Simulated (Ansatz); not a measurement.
# BeSnAs4: the cost of one run

Program: Ansatz 0.2.0. Level of theory: DFT PBE, scalar-relativistic, plane waves, PAW. These are calculated values, not measurements.

### 1 The starting structure

The structure is cubic, space group F-43m (No. 216). The conventional cell has a = 8.299 Å, b = 8.299 Å, c = 8.299 Å, α = 90.00°, β = 90.00°, γ = 90.00°. Around Be (site symmetry -43m) lie 12 As at 3.44 Å and 4 Sn at 3.59 Å. Sn (site symmetry -43m) is surrounded by 12 As at 3.44 Å and 4 Be at 3.59 Å. As (site symmetry 3m) has 6 As at 2.93 to 2.94 Å and 3 Sn at 3.44 Å and 3 Be at 3.44 Å as nearest neighbours.

Coordinates:

```cif
data_structure
_symmetry_space_group_name_H-M 'F-43m'
_symmetry_Int_Tables_number 216
_cell_length_a 8.2991
_cell_length_b 8.2991
_cell_length_c 8.2991
_cell_angle_alpha 90.000
_cell_angle_beta 90.000
_cell_angle_gamma 90.000
_cell_volume 571.61
loop_
_atom_site_label
_atom_site_type_symbol
_atom_site_symmetry_multiplicity
_atom_site_Wyckoff_symbol
_atom_site_fract_x
_atom_site_fract_y
_atom_site_fract_z
_atom_site_occupancy
Be1 Be 4 d 0.25000 0.25000 0.75000 1
Sn1 Sn 4 a 0.00000 0.00000 0.00000 1
As1 As 16 e 0.87473 0.37473 0.87473 1
```

The cell is invented: species swapped into a database cell of ZrScFe4 (F-43m, No. 216), with Be on the Zr sites, Sn on the Sc sites and As on the Fe sites. Its size is a rough estimate.

### 2 The guess as it stands, on a coarse mesh

Input file input.yaml:

```yaml
crystal:
  lattice:
    - [0.0, 4.14957039, 4.14957039]
    - [4.14957039, 0.0, 4.14957039]
    - [4.14957039, 4.14957039, 0.0]
  atoms:
    - { symbol: Be, position: [0.25, 0.25, 0.25] }
    - { symbol: Sn, position: [0.0, 0.0, 0.0] }
    - { symbol: As, position: [0.62527365, 0.62527365, 0.12417904] }
    - { symbol: As, position: [0.62527365, 0.62527365, 0.62527365] }
    - { symbol: As, position: [0.12417904, 0.62527365, 0.62527365] }
    - { symbol: As, position: [0.62527365, 0.12417904, 0.62527365] }
basis:
  ecutwfc: 420
kpoints:
  mp_grid: { grid: [4, 4, 4] }
hamiltonian:
  xc: pbe
scf:
  occupations: { method: gaussian, width: 0.1 }
  lower_state_search: "off"
output:
  forces: true
  stress: true
  eigenvalues: true
```

Started as:

```
$ ansatz run input.yaml --threads 1 --pin off --max-ram 2048MiB --backend cpu --events-out ev --progress --plain --runs-dir out
```

**Question.** How long does this run take on 1 thread of Intel Xeon Platinum 8488C (Sapphire Rapids), shared host, and how much memory does it need?

About 2.9 s, with a peak of 0.43 GiB.
